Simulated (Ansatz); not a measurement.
Slab: In, a slab with vacuum.

```
In
1.0
     3.36384    0.00000    0.00000
    -1.68192    2.91317    0.00000
     0.00000    0.00000   31.19956
In
7
Direct
  0.33333 0.66667 0.24039
  0.00000 0.00000 0.32693
  0.66667 0.33333 0.41346
  0.00000 0.00000 0.50000
  0.33333 0.66667 0.58654
  0.00000 0.00000 0.67307
  0.66667 0.33333 0.75961
```

The slab is cut from a database's or a generator's crystal, which needn't be the stable form of the element.

The cell isn't the ideal one: the (0 0 1) slab of In, cut from the database cell, not relaxed.

A run of Ansatz 0.2.0 on this cell left the log below. Logs are shortened: lines on timing, memory, paths and dates and some standing lists are left out, and cuts for length are marked.

```text
Warning: RAYON_NUM_THREADS=4 ignored (pool sized by the plan → 4); use --threads N
scf.n_extra_bands = 17 over 46 filled bands (N_el = 91.0): the run solves 63 bands
Engine: ansatz 0.2.0, aarch64-unknown-linux-gnu
Pseudopotentials: kind: paw
Pseudopotential: In, paw, valence charge 13, recommended cutoff 420 eV (normal), In.paw.azcp
Functional definition: PBEsol
  exchange = pbesol_x
  correlation = pbesol_c
Crystal: 7 atoms, lattice volume = 305.739 Å³
Basis set: ecut = 420 eV, 6045 PW (Γ), exchange–correlation on 48×48×432 points (8 copies of the dense FFT grid, shifted against one another)
Bands: 63, of which v1, the nominal top of the filled ones, is band 46 counted from 1 (45 counted from 0)
Symmetry: 6 space group operations
k-points: 12 of 81 (time reversal used)
[... 42 lines left out ...]
  E_aug_tail   = 0.000172  (compensation charges beyond the density's cutoff)
  E_efield     = 0.000000  (sawtooth field / dipole correction)
  E_vefield    = 0.000000  (∫n·V_field dr)
  E_ewald      = 23615.464559
  E_core_change = 1.651317  (= ΣΔE_core)
  E_smearing   = -0.043472  (= −TS)
  E_closure    = -0.000000  (closes the sum)
  Σ components = -38677.204689   (vs F -38677.204689, Δ=0.00e0)
--- Forces (eV/Å), atoms counted from 1 ---
  atom   1  In     0.00000000    -0.00000000     0.04390065
  atom   2  In     0.00000000    -0.00000000     0.14490042
  atom   3  In    -0.00000000     0.00000000    -0.08310060
  atom   4  In     0.00000000     0.00000000    -0.00000020
  atom   5  In     0.00000000    -0.00000000     0.08310037
  atom   6  In    -0.00000000     0.00000000    -0.14490028
  atom   7  In    -0.00000000     0.00000000    -0.04390051
  max |Σ_I F_I| component: 1.57e-7 eV/Å
--- Band table (eV; the first three rows and the last of 12) ---
  k-point 0: bands = ["-10.1006", "-10.1000", "-10.0661", "-10.0594", "-10.0495", "-10.0323", "-10.0323", "-10.0281", "-10.0281", "-10.0055", "-10.0055", "-10.0036", "-10.0036", "-9.9913", "-9.9913", "-9.9879", "-9.9820", "-9.9600", "-9.9600", "-9.9406", "-9.9406", "-9.8885", "-9.8885", "-9.8743", "-9.8743", "-9.8440", "-9.8440", "-9.8166", "-9.8166", "-9.7785", "-9.7785", "-9.7303", "-9.7303", "-9.6920", "-9.6920", "-4.8540", "-4.5796", "-4.0965", "-3.3704", "-2.4843", "-1.4205", "-0.2698", "1.7601", "3.1418", "4.7823", "6.4490", "7.7873", "8.1697", "9.2608", "9.4292", "11.3311", "11.3323", "12.6696", "12.6696", "12.8838", "12.8838", "13.2414", "13.2414", "13.6050", "13.6050", "13.6158", "13.7612", "14.0822"]
  k-point 1: bands = ["-10.0911", "-10.0909", "-10.0606", "-10.0568", "-10.0462", "-10.0291", "-10.0285", "-10.0171", "-10.0077", "-10.0068", "-10.0063", "-10.0018", "-9.9784", "-9.9776", "-9.9741", "-9.9623", "-9.9606", "-9.9471", "-9.9390", "-9.9360", "-9.9161", "-9.9086", "-9.8945", "-9.8847", "-9.8703", "-9.8536", "-9.8436", "-9.8251", "-9.8158", "-9.7933", "-9.7760", "-9.7494", "-9.7282", "-9.7181", "-9.6895", "-4.6176", "-4.3421", "-3.8580", "-3.1320", "-2.2488", "-1.1919", "-0.0568", "2.0229", "3.3792", "5.0029", "6.6569", "7.9938", "8.3857", "9.4585", "9.6373", "10.2928", "10.5471", "10.9868", "11.4707", "11.4980", "11.5790", "11.6609", "11.8493", "12.3082", "12.3083", "12.9501", "12.9759", "13.3311"]
  k-point 2: bands = ["-10.1230", "-10.1227", "-10.0878", "-10.0628", "-10.0520", "-10.0310", "-10.0281", "-10.0151", "-9.9995", "-9.9884", "-9.9813", "-9.9771", "-9.9703", "-9.9508", "-9.9465", "-9.9338", "-9.9311", "-9.9308", "-9.9099", "-9.8991", "-9.8764", "-9.8661", "-9.8652", "-9.8613", "-9.8548", "-9.8308", "-9.8263", "-9.8231", "-9.7997", "-9.7924", "-9.7796", "-9.7619", "-9.7599", "-9.7235", "-9.6840", "-3.9009", "-3.6237", "-3.1385", "-2.4150", "-1.5413", "-0.5048", "0.5880", "2.7866", "4.0693", "5.6244", "7.0160", "7.1702", "7.3081", "7.8425", "8.2118", "8.7977", "9.0051", "9.1983", "9.9684", "10.1702", "10.1711", "10.3243", "10.4700", "10.9540", "10.9775", "11.7011", "12.0270", "12.1217"]
  k-point 11: bands = ["-10.1076", "-10.1076", "-10.0894", "-10.0894", "-10.0640", "-10.0564", "-10.0179", "-10.0179", "-10.0061", "-9.9532", "-9.9532", "-9.9330", "-9.9225", "-9.9225", "-9.9130", "-9.8948", "-9.8948", "-9.8842", "-9.8752", "-9.8752", "-9.8703", "-9.8504", "-9.8504", "-9.8359", "-9.8230", "-9.8230", "-9.8002", "-9.8002", "-9.7574", "-9.7574", "-9.7318", "-9.7305", "-9.7023", "-9.6879", "-9.6879", "1.1386", "1.3836", "1.4245", "1.4245", "1.7040", "1.7040", "1.7566", "3.0401", "3.0401", "3.3436", "3.6019", "3.6019", "4.0143", "4.3850", "4.3850", "5.0145", "5.2572", "5.2572", "6.1174", "6.2630", "6.2630", "7.9183", "8.4958", "8.4958", "9.2843", "9.2843", "9.3629", "10.9424"]
```

Write the input and the command behind it.

Band structure with PBEsol, no spin polarisation. The files as run (others can give the same):

input.yaml
```yaml
crystal:
  lattice:
    - [3.363843863, 0.0, 0.0]
    - [-1.6819219315, 2.9131742397, 0.0]
    - [0.0, 0.0, 31.19956254]
  atoms:
    - { symbol: In, position: [0.33333333, 0.66666666, 0.2403879859] }
    - { symbol: In, position: [0.0, 0.0, 0.3269253239] }
    - { symbol: In, position: [0.66666667, 0.33333334, 0.413462662] }
    - { symbol: In, position: [0.0, 0.0, 0.5] }
    - { symbol: In, position: [0.33333333, 0.66666666, 0.586537338] }
    - { symbol: In, position: [0.0, 0.0, 0.6730746761] }
    - { symbol: In, position: [0.66666667, 0.33333334, 0.7596120141] }
hamiltonian:
  xc: pbesol
  pseudopotentials: { kind: paw }
kpoints:
  mp_grid: { grid: [9, 9, 1] }
  band_path:
    path:
      - [0.0, 0.0, 0.0]
      - [0.5, 0.0, 0.0]
      - [0.3333333333, 0.3333333333, 0.0]
      - [0.0, 0.0, 0.0]
    npoints: 10
scf:
  occupations: { method: fermi_dirac, width: 0.05 }
  n_extra_bands: 17
output:
  forces: true
  eigenvalues: true
  fatbands: false
  write_density: true
  write_potential: true
  elf: true
  volumetric_format: npy
efield:
  axis: 3
  dipole_correction: true
  ramp_width: 0.04
```

Potentials or basis: Ansatz PAW.
Run with:
```bash
$ ansatz run input.yaml --threads 4 --pin off --max-ram 11264MiB --backend cpu --events-out ev --progress --plain --runs-dir out
```

Caveat: spin-orbit coupling is left out, which moves the levels of the heavy elements; the PAW data sets come from PBE, with cores solved anew for the run's functional, which leaves a small shift of forces and pressure.
